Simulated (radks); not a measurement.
# Valence configurations of Mn

One table from this session's results is given with a row withheld; the runs are named, their logs left out.

The numbers are computed with radks (a radial shooting solver on a logarithmic mesh, Libxc functionals) version 1 (non-relativistic Kohn-Sham, PBEsol, spin-polarised, spherical densities, point nucleus; open shells are filled with parallel spins first), except any that are marked as measured or tabulated.

**The atom as given**

- element: manganese (Z = 25)
- charge: 0
- electrons: 25
- configuration: [Ar] 3d5 4s2
- others tried: 3d3 4s2 4p2; 3d5 4s1 4p1; 3d4 4s2 4p1; 3d4 4s1 4p2; 3d5.5 4s1.5; 3d7; 3d6 4s1; 3d4.5 4s1 4p1.5; 3d4 4p3

The outer shells:

Mn
```
[Ar] core
3d [↑ ][↑ ][↑ ][↑ ][↑ ]
4s [↑↓]
```

Set-up of the first run:

The run's settings:

```text
Z 25
configuration [Ar] 3d5 4s2
relativity non-relativistic
functional pbe_sol,pbe_sol
spin polarised
nucleus point
```

Steps of the session up to this table: [Ar] 3d5 4s2.

One table of the session follows, with a row left open; its other results are not shown here.

It belongs to the step «[Ar] 3d5 4s2». Radial moments (bohr):

```
  level     <r>  outermost maximum (interpolated)  90 % within  nodes
  3s up  0.8604                             0.743         1.29      2
3s down       ?                                 ?            ?      ?
  3p up  0.9072                             0.755         1.40      1
3p down  0.9137                             0.756         1.41      1
  3d up   1.183                             0.756         2.07      0
  4s up   3.027                              2.47         4.60      3
4s down   3.317                              2.70         5.06      3
3d down   1.351                             0.770         2.49      0
```

**Question.** Estimate the row for 3s down.

**Answer.** <r>: 0.8637; outermost maximum (interpolated): 0.745; 90 % within: 1.30; nodes: 2. In the column «<r>» it lies between 3s up (0.8604) and 3p up (0.9072).
